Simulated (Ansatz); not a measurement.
# W2: the cost of one run

Program: Ansatz 0.2.0, Gaussian basis. Level of theory: def2-TZVPP, core rule «outside noble gas», up to 8 orbitals frozen. These are calculated values, not measurements.

The runs, in order: UHF; ROHF; CCSD(T) on UHF.

## Step 1: What is computed

The geometry is a PBE0/def2-TZVP stationary point (not a proven minimum) of the parent state, kept for this charge and spin. No spin-orbit coupling is included. Elements past krypton take def2 core potentials.

2 atoms, charge 1, spin multiplicity 4.

Atoms are counted from 1 here; the program's logs count them from 0.

Bond lengths: W1–W2 2.146 Å.

## Step 2: UHF

in.yaml

```yaml
crystal:
  periodic: [false, false, false]
  atoms:
    - {symbol: W, position_ang: [0.000000, 0.000000, 0.000000]}
    - {symbol: W, position_ang: [0.000000, 0.000000, 2.146200]}
basis:
  gaussian: {orbitals: def2-TZVPP}
total_charge: 1
magnetization: {spin_polarized: true, initial_magnetization: 3}
hamiltonian: {xc: hf}
output: {orbitals: {seedname: orbitals}}
```

On the command line:

```bash
$ ansatz run in.yaml --threads 1 --pin off --events-out ev --progress --plain --max-ram 3968MiB --backend cpu
```

**Question.** How long does this run take on 1 thread of AMD EPYC 7R13, shared host, and how much memory does it need?

About 25 s, with a peak of 0.29 GiB.
